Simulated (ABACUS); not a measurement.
Ba2Tl5V3O12 in ABACUS: the effect of functional

The system is Ba2Tl5V3O12.

```
Ba V Tl O
1.0
     4.15049    2.39628    6.00330
    -4.15049    2.39628    6.00330
     0.00000   -4.79257    6.00330
Ba V Tl O
2 3 5 12
Cartesian
  0.0000 0.0000 9.0049
  0.0000 0.0000 0.0000
  0.0000 2.3963 6.0033
  -2.0752 -1.1981 6.0033
  2.0752 -1.1981 6.0033
  0.0000 -2.3963 3.0016
  2.0752 1.1981 3.0016
  -2.0752 1.1981 3.0016
  0.0000 0.0000 13.3354
  0.0000 0.0000 4.6745
  2.6382 -0.0657 7.2630
  -1.2622 2.3176 7.2630
  -1.3760 -2.2519 7.2630
  -1.3761 2.2518 10.7469
  2.6382 0.0658 10.7469
  -1.2621 -2.3176 10.7469
  -2.6382 0.0658 10.7469
  1.2621 -2.3176 10.7469
  1.3761 2.2518 10.7469
  1.3760 -2.2519 7.2630
  -2.6382 -0.0657 7.2630
  1.2622 2.3176 7.2630
```

The cell was built by a generator and needn't be a form met in nature.

The cell isn't the ideal one: volume scaled by 0.94.

Alike in all runs:

* Program: ABACUS 3.10.1
* Task: equation of state
* Potentials or basis: SG15 ONCV 1.2 PBE
* Cutoff: 1361 eV
* Density cutoff: 5442 eV
* Basis: DZP LCAO (the cutoffs set its grid)
* k mesh: 3 × 3 × 3
* Occupations: fermi-dirac, width 0.05 eV
* Spin: collinear spin, ferromagnetic start
* Starting moments: [0.0, 0.0, 2.0, 2.0, 2.0, 0.0, 0.0, 0.0, 0.0, 0.0, 0.0, 0.0, 0.0, 0.0, 0.0, 0.0, 0.0, 0.0, 0.0, 0.0, 0.0, 0.0] μB

```csv
functional,pressure (GPa),moment (μB),largest force (eV/Å)
LDA,1.1,0.43,0.68
PBE,8.7,1.15,1.03
PBEsol,?,?,?
WC,-6.8,0.49,0.44
RPBE,11.9,1.21,1.11
SCAN,4.0,1.25,0.72
```

Question: What does the run with functional PBEsol give?

Answer: Pressure 4.2 GPa; moment 1.01 μB; largest force 0.83 eV/Å.

Caveats: the atomic orbitals were generated for these runs and aren't a published set; the basis of atomic orbitals isn't converged, which shifts pressures, moduli and gaps; the potentials were made for another functional, which shifts forces and pressure (some runs); forces of over 1 eV/Å show positions far from the minimum, so gaps and moduli don't describe the material at rest (some runs).
